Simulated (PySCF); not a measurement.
# C7H13NS: the cost of one run

Computed with PySCF 2.14.0 and routines of our own; the level stands in each step. Atoms count from 0.

## (1) The starting structure

22 atoms, charge 0, multiplicity 1; geometry from: GFN2-xTB.

## (2) Vibronic structure: TDDFT B3LYP/def2-SV(P)

What the job is given:

```
{"job": {"kind": "vib", "xc": "B3LYP", "basis": "def2-SV(P)", "tda": false}, "charge": 0, "multiplicity": 1}
C      2.811085     0.567024     1.231968
N      1.403013     0.722692     0.917525
C      0.804641    -0.455553     0.403705
C      0.806402    -0.848249    -1.038721
C     -0.507086    -0.422829    -0.398253
C     -1.490740    -1.525169    -0.059283
C     -1.077350     0.871726    -0.771312
C     -2.512060     1.131178    -0.456916
S     -0.209322     2.047033    -1.515932
H      3.427040     0.303250     0.361411
H      2.919641    -0.218065     1.981582
H      3.174608     1.502742     1.651309
H      1.275244     1.495473     0.267745
H      0.850398    -1.260031     1.133128
H      1.236857    -0.155683    -1.747544
H      0.909441    -1.887822    -1.309440
H     -2.168881    -1.705453    -0.891987
H     -0.955978    -2.449525     0.144863
H     -2.078381    -1.273605     0.821308
H     -2.697067     0.991131     0.607885
H     -3.156632     0.440355    -1.000887
H     -2.775283     2.148763    -0.733787
```

With the program's defaults for keys left out, this is: TDDFT B3LYP/def2-SV(P) vertical-gradient vibronic structure (displaced harmonic oscillators, Condon), gas phase.

Launch:

```bash
$ OMP_NUM_THREADS=1 python excited_run.py task.json out
```

The driver reads the jobs from task.json and runs them one after another.

**Question.** How long does this first job take on 1 thread of Arm Neoverse V1, shared host, and how much memory does it need?

About 66 s, with a peak of 0.93 GiB.
